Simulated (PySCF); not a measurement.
**C3H7PSi (SMILES C[SiH](C)C#P): levels of theory compared**

Wanted: a comparison of 6 runs (HF/3-21G, HF/def2-SVP, B3LYP/6-31G*, SVWN5/6-31G**, TPSSh/pcseg-1) of C3H7PSi. 

Program for the calculation: PySCF 2.14.0.

## 1. Starting point

C3H7PSi has 12 atoms, charge 0, and is taken as a singlet. SMILES: `C[SiH](C)C#P`. The coordinates come from a GFN2-xTB relaxation.

Bond lengths: C1–Si2 1.901 Å, Si2–C3 1.901 Å, Si2–C4 1.853 Å, C4–P5 1.561 Å, C1–H6 1.086 Å, C1–H7 1.086 Å, C1–H8 1.086 Å, Si2–H9 1.473 Å, C3–H10 1.086 Å, C3–H11 1.086 Å, C3–H12 1.086 Å. Some angles: C1–Si2–C3 110.5°, C1–Si2–C4 108.3°, C3–Si2–C4 108.2°, Si2–C4–P5 179.3°, C1–Si2–H9 110.7°, C3–Si2–H9 110.7°, C4–Si2–H9 108.3°, Si2–C1–H6 111.0°, Si2–C1–H7 111.2°, Si2–C1–H8 111.5°.

## 2. Energy and forces at HF/3-21G (run 1)

Input file calc.py:

```python
from pyscf import gto

molecule = gto.Mole()
molecule.atom = '''
C   -1.598140  -0.450390  -0.280980
Si  -0.018530   0.211060   0.544670
C    1.503460  -0.752520  -0.062830
C    0.190940   1.987420   0.061860
P    0.371580   3.478890  -0.363210
H   -2.469920   0.111520   0.040130
H   -1.766170  -1.493100  -0.027210
H   -1.541960  -0.379060  -1.363570
H   -0.128960   0.140810   2.011810
H    1.614010  -0.683790  -1.141410
H    1.430190  -1.805110   0.195220
H    2.413500  -0.365720   0.385540
'''
molecule.verbose = 3
molecule.basis = '3-21g'
molecule.max_memory = 1860
molecule.spin = 0
molecule.build()

mf = molecule.RHF()
mf.conv_tol = 1e-10
mf.kernel()
if not mf.converged:
    mf = mf.newton().run(mf.mo_coeff, mf.mo_occ)

e_final = mf.e_tot
print('E = %.10f Eh' % e_final)
grad = mf.nuc_grad_method().kernel()
mf.analyze()
```

On the command line:

```sh
$ OMP_NUM_THREADS=1 python calc.py
```

Log:

```text
converged SCF energy = -743.42186347668
[... 16 lines left out ...]
MO #7   energy= -6.12137735249343  occ= 2
[... 11 lines left out ...]
MO #19  energy= -0.572073393995075 occ= 2
[... 11 lines left out ...]
MO #31  energy= 0.237785725681542  occ= 0
[... 11 lines left out ...]
MO #43  energy= 0.593638757619738  occ= 0
[... 11 lines left out ...]
MO #55  energy= 1.1698278949445    occ= 0
[... 11 lines left out ...]
MO #67  energy= 2.12197351964593   occ= 0
[... 13 lines left out ...]
Dipole moment(X, Y, Z, Debye): -0.12354, -1.33937, -0.12375
```

It took 10 s on 1 thread of Intel Xeon at 2.50GHz (Skylake/Cascade Lake), shared host; peak memory 0.14 GiB.

## 3. Energy and gradient at HF/def2-SVP (run 2)

Input file job.py:

```python
import pyscf.grad
from pyscf import gto

mol = gto.Mole()
mol.atom = [
    ('C', (-1.598140, -0.450390, -0.280980)),
    ('Si', (-0.018530, 0.211060, 0.544670)),
    ('C', (1.503460, -0.752520, -0.062830)),
    ('C', (0.190940, 1.987420, 0.061860)),
    ('P', (0.371580, 3.478890, -0.363210)),
    ('H', (-2.469920, 0.111520, 0.040130)),
    ('H', (-1.766170, -1.493100, -0.027210)),
    ('H', (-1.541960, -0.379060, -1.363570)),
    ('H', (-0.128960, 0.140810, 2.011810)),
    ('H', (1.614010, -0.683790, -1.141410)),
    ('H', (1.430190, -1.805110, 0.195220)),
    ('H', (2.413500, -0.365720, 0.385540)),
]
mol.verbose = 4
mol.max_memory = 1860
mol.basis = 'def2-svp'
mol.build()

myscf = mol.RHF()
myscf.conv_tol = 1e-10
myscf.kernel()
if not myscf.converged:
    myscf = myscf.newton().run(myscf.mo_coeff, myscf.mo_occ)

energy = myscf.e_tot
print('E = %.10f Eh' % energy)
grad = myscf.Gradients().kernel()
myscf.analyze()
```

On the command line:

```sh
$ OMP_NUM_THREADS=1 python job.py
```

Log:

```text
PySCF version 2.14.0

[... 101 lines left out ...]
MO #8   energy= -5.38570829163838  occ= 2
[... 20 lines left out ...]
MO #29  energy= 0.0770114643641913 occ= 0
[... 20 lines left out ...]
MO #50  energy= 0.728633569106466  occ= 0
[... 20 lines left out ...]
MO #71  energy= 1.09596398960275   occ= 0
[... 20 lines left out ...]
MO #92  energy= 2.10866034721549   occ= 0
[... 20 lines left out ...]
MO #113 energy= 3.32149264826558   occ= 0
[... 128 lines left out ...]
Dipole moment(X, Y, Z, Debye): -0.06258, -0.81456, -0.24590
```

It took 48 s on 1 thread of Intel Xeon at 2.50GHz (Skylake/Cascade Lake), shared host; peak memory 0.27 GiB.

Runs 3 to 4 aren't shown in full; the table further down has their settings and results.

## 4. Energy and forces at SVWN5/6-31G(d,p) (spherical functions) (run 5)

Input file input.py:

```python
# C[SiH](C)C#P
import pyscf.grad
from pyscf import gto, dft

mol = gto.Mole()
mol.atom = '''
C   -1.598140  -0.450390  -0.280980
Si  -0.018530   0.211060   0.544670
C    1.503460  -0.752520  -0.062830
C    0.190940   1.987420   0.061860
P    0.371580   3.478890  -0.363210
H   -2.469920   0.111520   0.040130
H   -1.766170  -1.493100  -0.027210
H   -1.541960  -0.379060  -1.363570
H   -0.128960   0.140810   2.011810
H    1.614010  -0.683790  -1.141410
H    1.430190  -1.805110   0.195220
H    2.413500  -0.365720   0.385540
'''
mol.charge = 0
mol.verbose = 4
mol.basis = '6-31g**'
mol.max_memory = 1860
mol.build()

ks = dft.RKS(mol, xc='svwn')
ks.conv_tol = 1e-10
ks.grids.level = 5
ks.kernel()
if not ks.converged:
    ks = ks.newton().run(ks.mo_coeff, ks.mo_occ)

energy = ks.e_tot
print('E = %.10f Eh' % energy)
grad = ks.Gradients().kernel()
ks.analyze()
```

On the command line:

```sh
$ OMP_NUM_THREADS=1 python input.py
```

Log:

```text
PySCF version 2.14.0

[... 116 lines left out ...]
MO #8   energy= -4.5169549270687   occ= 2
[... 20 lines left out ...]
MO #29  energy= -0.0836989247584899 occ= 0
[... 20 lines left out ...]
MO #50  energy= 0.488915056377915  occ= 0
[... 20 lines left out ...]
MO #71  energy= 0.942625751131287  occ= 0
[... 20 lines left out ...]
MO #92  energy= 2.0452528952368    occ= 0
[... 20 lines left out ...]
MO #113 energy= 3.37815148408551   occ= 0
[... 128 lines left out ...]
Dipole moment(X, Y, Z, Debye): -0.14313, -1.63311, -0.25652
```

Wall time 2.1 min (1 thread of Intel Xeon at 2.50GHz (Skylake/Cascade Lake), shared host); peak memory 0.66 GiB.

## 5. Energy and gradient at TPSSh/pcseg-1 (run 6)

Input file calc.py:

```python
# C[SiH](C)C#P
from pyscf import gto, dft

mol = gto.Mole()
mol.atom = [
    ('C', (-1.598140, -0.450390, -0.280980)),
    ('Si', (-0.018530, 0.211060, 0.544670)),
    ('C', (1.503460, -0.752520, -0.062830)),
    ('C', (0.190940, 1.987420, 0.061860)),
    ('P', (0.371580, 3.478890, -0.363210)),
    ('H', (-2.469920, 0.111520, 0.040130)),
    ('H', (-1.766170, -1.493100, -0.027210)),
    ('H', (-1.541960, -0.379060, -1.363570)),
    ('H', (-0.128960, 0.140810, 2.011810)),
    ('H', (1.614010, -0.683790, -1.141410)),
    ('H', (1.430190, -1.805110, 0.195220)),
    ('H', (2.413500, -0.365720, 0.385540)),
]
mol.charge = 0
mol.basis = 'pcseg-1'
mol.verbose = 4
mol.max_memory = 1860
mol.build()

myscf = dft.RKS(mol, xc='tpssh')
myscf.grids.level = 5
myscf.conv_tol = 1e-10
myscf.kernel()
if not myscf.converged:
    myscf = myscf.newton().run(myscf.mo_coeff, myscf.mo_occ)

energy = myscf.e_tot
print('Final energy', energy)
grad = myscf.nuc_grad_method().kernel()
myscf.analyze()
```

On the command line:

```sh
$ OMP_NUM_THREADS=1 python calc.py
```

Log:

```text
PySCF version 2.14.0

[... 111 lines left out ...]
MO #8   energy= -4.6316021226698   occ= 2
[... 20 lines left out ...]
MO #29  energy= -0.0727813504771751 occ= 0
[... 20 lines left out ...]
MO #50  energy= 0.467165347543316  occ= 0
[... 20 lines left out ...]
MO #71  energy= 0.876190021816186  occ= 0
[... 20 lines left out ...]
MO #92  energy= 1.99096669571176   occ= 0
[... 20 lines left out ...]
MO #113 energy= 3.28399659990218   occ= 0
[... 128 lines left out ...]
Dipole moment(X, Y, Z, Debye): -0.10790, -1.24296, -0.20225
```

Run time: 4.5 min. Hardware: 1 thread of Intel Xeon at 2.50GHz (Skylake/Cascade Lake), shared host; peak memory 1.1 GiB.

## 6. Overview of the runs

```csv
run,level,integration grid,Cartesian functions,energy (Eh),dipole moment (D),HOMO energy (eV),LUMO energy (eV),wall time
1,HF/3-21G,–,no,-743.421863,1.35,-10.01,2.16,10 s
2,HF/def2-SVP,–,no,-747.046268,0.85,-9.97,2.09,48 s
3,B3LYP/6-31G* (spherical functions),5,no,-749.356353,1.45,-7.29,-1.48,2.3 min
4,B3LYP/6-31G* (Cartesian functions),5,yes,-749.362886,1.45,-7.29,-1.48,2.1 min
5,SVWN5/6-31G** (spherical functions),5,no,-745.770222,1.66,-6.58,-2.29,2.1 min
6,TPSSh/pcseg-1,5,no,-749.353228,1.26,-7.15,-1.98,4.5 min
```

## 7. Results

| quantity | value |
| --- | --- |
| run 6: total energy | -749.35323 Eh |
| run 6: dipole moment | 1.26 D |
| run 6: HOMO energy | -7.15 eV |
| run 6: LUMO energy | -1.98 eV |
| run 6: HOMO–LUMO gap | 5.17 eV |
| run 6: largest force on an atom | 0.835 eV/Å |

What this shows: The dipole moment (its size) runs from 0.85 D (HF/def2-SVP) to 1.66 D (SVWN5/6-31G**). The two ends differ in method and basis. The HOMO–LUMO gap runs from 4.28 eV (SVWN5/6-31G**) to 12.18 eV (HF/3-21G). Totals of different functionals can't be ranked against each other. All runs together took 12 min, the longest 4.5 min.
